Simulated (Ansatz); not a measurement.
A run of Ansatz 0.2.0:

The input input.yaml:

```yaml
crystal:
  lattice:
    - [1.3778399727, 0.7954962791, 11.3105617925]
    - [-1.3778399727, 0.7954962791, 11.3105617925]
    - [0.0, -1.5909925582, 11.3105617925]
  atoms:
    - { symbol: Ir, position: [0.399668, 0.399668, 0.399668] }
    - { symbol: Ir, position: [0.800809, 0.800809, 0.800809] }
    - { symbol: Ir, position: [0.199191, 0.199191, 0.199191] }
    - { symbol: Ir, position: [0.600332, 0.600332, 0.600332] }
    - { symbol: W, position: [0.0, 0.0, 0.0] }
hamiltonian:
  xc: pbe
  pseudopotentials: { kind: paw }
kpoints:
  mp_grid: { grid: [11, 11, 11] }
scf:
  occupations: { method: fermi_dirac, width: 0.05 }
output:
  forces: true
  stress: true
  eigenvalues: true
relax:
  f_tol: 0.01
  max_steps: 40
  cell: { stress_tol: 0.05 }
```

Potentials or basis: Ansatz PAW.

The run is started by

```console
$ ansatz run input.yaml --threads 2 --pin off --max-ram 5632MiB --backend cpu --events-out ev --progress --plain --runs-dir out
```

Hardware: 2 threads of Arm Neoverse V2 (shared host).

**Question.** How long does it take, and how much memory?

**Answer.** Run time: 61 s on 2 threads of Arm Neoverse V2, on a shared host, peak memory 0.65 GiB. Counts: scf iterations 36, plane waves 1435, k points 146, bands 50, ion steps 5.
